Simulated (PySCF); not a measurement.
# C3H7Al: NMR shifts at several levels of theory, part 2 of 2

PySCF 2.14.0. Atoms count from 0.

## Step 9: NMR shieldings: KT3/pcSseg-2

What the job is given:

```
{"job": {"kind": "nmr", "xc": "KT3", "basis": "pcSseg-2", "pop": false}, "charge": 0, "multiplicity": 1}
Al     1.870199     0.002122     0.284180
C     -0.021985    -0.327749     0.527351
C     -0.913886    -0.540278    -0.689635
C     -1.041395     0.716476     0.088424
H      2.305271     0.828083    -1.009609
H      2.966711    -0.519352     1.314700
H     -0.338151    -0.903191     1.406085
H     -1.710238    -1.285201    -0.603185
H     -0.467252    -0.490072    -1.688487
H     -1.925548     0.846882     0.719265
H     -0.684375     1.647502    -0.364545
```

With the program's defaults for keys left out, this is: GIAO KT3/pcSseg-2 NMR shielding, non-relativistic, gas phase.

The program printed:

```text
coarse grid: 9224 points
cycle   1  E = -364.8798838427  dE =  1.523e-01  |g| = 5.007e-01  |ddm| = 2.341e+00
cycle   2  E = -364.7031457486  dE =  1.767e-01  |g| = 9.296e-01  |ddm| = 1.152e+00
cycle   3  E = -364.9531689760  dE = -2.500e-01  |g| = 7.701e-02  |ddm| = 8.207e-01
cycle   4  E = -364.9550861198  dE = -1.917e-03  |g| = 1.088e-02  |ddm| = 1.184e-01
cycle   5  E = -364.9551090336  dE = -2.291e-05  |g| = 7.568e-03  |ddm| = 1.870e-02
cycle   6  E = -364.9551231635  dE = -1.413e-05  |g| = 1.518e-03  |ddm| = 6.924e-03
cycle   7  E = -364.9551237694  dE = -6.060e-07  |g| = 3.777e-04  |ddm| = 1.978e-03
final grid: 83120 points
cycle   8  E = -364.9742724465  dE = -2.546e-04  |g| = 1.040e-02  |ddm| = 1.391e-01
cycle   9  E = -364.9742754945  dE = -3.048e-06  |g| = 6.163e-03  |ddm| = 7.387e-03
cycle  10  E = -364.9742784784  dE = -2.984e-06  |g| = 8.756e-04  |ddm| = 4.603e-03
cycle  11  E = -364.9742786559  dE = -1.775e-07  |g| = 4.466e-04  |ddm| = 1.334e-03
cycle  12  E = -364.9742787042  dE = -4.832e-08  |g| = 1.100e-04  |ddm| = 3.674e-04
cycle  13  E = -364.9742787076  dE = -3.400e-09  |g| = 1.675e-05  |ddm| = 1.466e-04
cycle  14  E = -364.9742787077  dE = -7.515e-11  |g| = 6.519e-06  |ddm| = 2.702e-05
converged SCF energy = -364.9742787077

GIAO shielding tensors (ppm)
atom      isotropic    diamagn.    paramagn.     s11        s22        s33       span
  0 Al     304.766     795.226    -490.460    229.739    307.999    376.560    146.821
  1 C      183.477     250.453     -66.976    134.900    187.142    228.389     93.489
  2 C      178.646     247.587     -68.941    151.860    171.050    213.029     61.169
  3 C      178.747     247.570     -68.823    152.042    171.102    213.096     61.054
  4 H       26.896      29.314      -2.418     24.729     25.045     30.913      6.184
  5 H       26.074      28.599      -2.525     23.726     24.128     30.369      6.644
  6 H       31.749      31.171       0.579     25.742     27.765     41.740     15.998
  7 H       30.553      29.238       1.315     24.901     26.656     40.103     15.202
  8 H       30.833      30.830       0.003     25.150     27.411     39.939     14.790
  9 H       30.553      29.230       1.323     24.898     26.657     40.104     15.206
 10 H       30.836      30.822       0.015     25.146     27.410     39.954     14.808
```

Run time: 52 s. Hardware: 1 thread of Arm Neoverse N1, shared host; peak memory 0.84 GiB.

Key values: δ C2 2.6, C1 -2.2, Al0 194.7, H4 4.87, H7 0.80 ppm (means over like atoms).

## Step 10: NMR shieldings: B97-D/pcSseg-2

Same as in step 9 but for these lines:

```diff
@@ -1,2 +1,2 @@
-{"job": {"kind": "nmr", "xc": "KT3", "basis": "pcSseg-2", "pop": false}, "charge": 0, "multiplicity": 1}
+{"job": {"kind": "nmr", "xc": "B97-D", "basis": "pcSseg-2", "pop": false}, "charge": 0, "multiplicity": 1}
 Al     1.870199     0.002122     0.284180
```

Method: GIAO B97-D/pcSseg-2 NMR shielding, non-relativistic, gas phase.

The program printed:

```text
coarse grid: 9224 points
cycle   1  E = -360.7798310783  dE =  1.389e-01  |g| = 5.138e-01  |ddm| = 2.335e+00
cycle   2  E = -360.5931175306  dE =  1.867e-01  |g| = 9.638e-01  |ddm| = 1.114e+00
cycle   3  E = -360.8549261175  dE = -2.618e-01  |g| = 8.147e-02  |ddm| = 8.077e-01
cycle   4  E = -360.8571763607  dE = -2.250e-03  |g| = 1.358e-02  |ddm| = 1.207e-01
cycle   5  E = -360.8572097214  dE = -3.336e-05  |g| = 9.003e-03  |ddm| = 1.947e-02
cycle   6  E = -360.8572296548  dE = -1.993e-05  |g| = 2.028e-03  |ddm| = 8.572e-03
cycle   7  E = -360.8572306056  dE = -9.509e-07  |g| = 3.302e-04  |ddm| = 1.709e-03
final grid: 83120 points
cycle   8  E = -360.8600213013  dE = -1.094e-04  |g| = 9.240e-03  |ddm| = 6.888e-02
cycle   9  E = -360.8600093205  dE =  1.198e-05  |g| = 9.912e-03  |ddm| = 1.096e-02
cycle  10  E = -360.8600278781  dE = -1.856e-05  |g| = 3.221e-03  |ddm| = 8.718e-03
cycle  11  E = -360.8600305258  dE = -2.648e-06  |g| = 1.988e-04  |ddm| = 2.264e-03
cycle  12  E = -360.8600305275  dE = -1.715e-09  |g| = 1.787e-04  |ddm| = 3.732e-04
cycle  13  E = -360.8600305360  dE = -8.503e-09  |g| = 3.042e-05  |ddm| = 1.526e-04
cycle  14  E = -360.8600305363  dE = -2.550e-10  |g| = 4.177e-06  |ddm| = 3.743e-05
converged SCF energy = -360.8600305363

GIAO shielding tensors (ppm)
atom      isotropic    diamagn.    paramagn.     s11        s22        s33       span
  0 Al     289.306     793.907    -504.601    207.351    294.712    365.854    158.503
  1 C      179.599     249.870     -70.271    128.421    185.509    224.866     96.445
  2 C      175.414     247.099     -71.685    147.781    168.563    209.897     62.116
  3 C      175.522     247.082     -71.560    147.977    168.624    209.965     61.988
  4 H       26.812      29.177      -2.365     24.685     24.937     30.814      6.130
  5 H       25.998      28.663      -2.665     23.638     24.090     30.266      6.628
  6 H       31.758      31.332       0.426     25.856     27.895     41.524     15.668
  7 H       30.579      29.580       1.000     24.998     26.742     39.999     15.001
  8 H       30.831      30.585       0.246     25.222     27.462     39.809     14.587
  9 H       30.580      29.570       1.010     24.996     26.742     40.001     15.005
 10 H       30.834      30.578       0.257     25.219     27.461     39.823     14.605
```

Run time: 52 s. Hardware: 1 thread of Arm Neoverse N1, shared host; peak memory 0.84 GiB.

Key values: δ C2 3.6, C1 -0.6, Al0 203.9, H4 4.99, H7 0.82 ppm (means over like atoms).

## Step 11: Shielding tensors: B3LYP/pcSseg-2

Same as in step 10 but for these lines:

```diff
@@ -1,2 +1,2 @@
-{"job": {"kind": "nmr", "xc": "B97-D", "basis": "pcSseg-2", "pop": false}, "charge": 0, "multiplicity": 1}
+{"job": {"kind": "nmr", "xc": "B3LYP", "basis": "pcSseg-2", "pop": false}, "charge": 0, "multiplicity": 1}
 Al     1.870199     0.002122     0.284180
```

With the program's defaults for keys left out, this is: GIAO B3LYP/pcSseg-2 NMR shielding, non-relativistic, gas phase.

The program printed:

```text
coarse grid: 9224 points
cycle   1  E = -360.9348073411  dE =  2.062e-01  |g| = 4.314e-01  |ddm| = 2.267e+00
cycle   2  E = -360.8836727028  dE =  5.113e-02  |g| = 6.165e-01  |ddm| = 7.829e-01
cycle   3  E = -360.9852673967  dE = -1.016e-01  |g| = 5.080e-02  |ddm| = 4.696e-01
cycle   4  E = -360.9858995361  dE = -6.321e-04  |g| = 9.958e-03  |ddm| = 4.761e-02
cycle   5  E = -360.9859096170  dE = -1.008e-05  |g| = 5.828e-03  |ddm| = 1.094e-02
cycle   6  E = -360.9859176950  dE = -8.078e-06  |g| = 1.212e-03  |ddm| = 5.046e-03
final grid: 83120 points
cycle   7  E = -360.9955755788  dE = -5.234e-05  |g| = 5.703e-03  |ddm| = 3.072e-02
cycle   8  E = -360.9955674873  dE =  8.091e-06  |g| = 7.949e-03  |ddm| = 8.820e-03
cycle   9  E = -360.9955837661  dE = -1.628e-05  |g| = 3.362e-04  |ddm| = 5.434e-03
cycle  10  E = -360.9955837866  dE = -2.055e-08  |g| = 1.513e-04  |ddm| = 3.920e-04
cycle  11  E = -360.9955837902  dE = -3.619e-09  |g| = 6.593e-05  |ddm| = 1.264e-04
cycle  12  E = -360.9955837913  dE = -1.078e-09  |g| = 8.409e-06  |ddm| = 5.757e-05
cycle  13  E = -360.9955837913  dE = -1.432e-11  |g| = 1.226e-06  |ddm| = 7.373e-06
converged SCF energy = -360.9955837913

GIAO shielding tensors (ppm)
atom      isotropic    diamagn.    paramagn.     s11        s22        s33       span
  0 Al     266.220     792.785    -526.565    182.218    269.403    347.039    164.821
  1 C      180.817     248.484     -67.666    128.728    186.065    227.659     98.930
  2 C      176.831     244.668     -67.837    148.333    170.069    212.092     63.759
  3 C      176.939     244.642     -67.703    148.521    170.138    212.160     63.639
  4 H       26.798      28.807      -2.009     24.572     24.955     30.868      6.296
  5 H       26.023      28.401      -2.378     23.706     24.021     30.341      6.635
  6 H       31.847      31.332       0.515     25.823     27.871     41.846     16.024
  7 H       30.602      29.756       0.846     24.934     26.614     40.258     15.323
  8 H       30.870      30.516       0.354     25.202     27.333     40.075     14.873
  9 H       30.603      29.748       0.855     24.932     26.615     40.261     15.329
 10 H       30.873      30.508       0.365     25.198     27.332     40.088     14.890
```

Wall time 43 s (1 thread of Arm Neoverse N1, shared host); peak memory 0.95 GiB.

Key values: δ C2 2.3, C1 -1.6, Al0 212.0, H4 4.98, H7 0.79 ppm (means over like atoms).

## Step 12: Run by run: NMR shifts

Shifts (ppm), means over like atoms, with basis size and wall time:

```tsv
run	C2	C1	H4	H7	H8	H6	Al0	functions	time
HF/pcSseg-2	-1.3	-11.3	4.57	0.64	0.32	-1.06	172.2	249	23 s
LDA/pcSseg-2	3.3	4.0	5.64	0.89	0.66	0.00	257.1	249	43 s
PBE/pcSseg-2	3.5	0.9	5.28	0.84	0.59	-0.22	225.3	249	52 s
BLYP/pcSseg-2	3.2	1.3	5.15	0.84	0.58	-0.28	224.3	249	52 s
BP86/pcSseg-2	3.9	1.3	5.27	0.83	0.60	-0.22	222.3	249	52 s
OPBE/pcSseg-2	4.3	-2.7	4.99	0.79	0.54	-0.36	191.8	249	51 s
KT2/pcSseg-2	2.2	0.7	5.27	0.83	0.57	-0.22	218.6	249	51 s
KT3/pcSseg-2	2.6	-2.2	4.87	0.80	0.52	-0.40	194.7	249	52 s
B97-D/pcSseg-2	3.6	-0.6	4.99	0.82	0.56	-0.36	203.9	249	52 s
B3LYP/pcSseg-2	2.3	-1.6	4.98	0.79	0.52	-0.46	212.0	249	43 s
```

## Step 13: What came out

What follows sums up all 2 parts.

| quantity | value |
| --- | --- |
| 13C shifts against TMS (HF/pcSseg-2, means over atoms taken as alike) | -1.3, -11.3 ppm |
| 1H shifts against TMS (HF/pcSseg-2, means over atoms taken as alike) | 4.57, 0.64, 0.32, -1.06 ppm |
| 27Al shifts against AlH4- (HF/pcSseg-2) | 172.2 ppm |
| range of the shift of Al0 | 172.2 to 257.1 ppm |

What this shows: Single values in the summary come from the first run of each kind that ended normally (HF/pcSseg-2), which need not be the best level. At HF/pcSseg-2: The largest span, 108 ppm, is at Al0, where the paramagnetic term is -451 ppm. In ppm, Al0 moves most: its shift spreads over 85.0 ppm, from 172.2 (HF/pcSseg-2) to 257.1 (LDA/pcSseg-2).
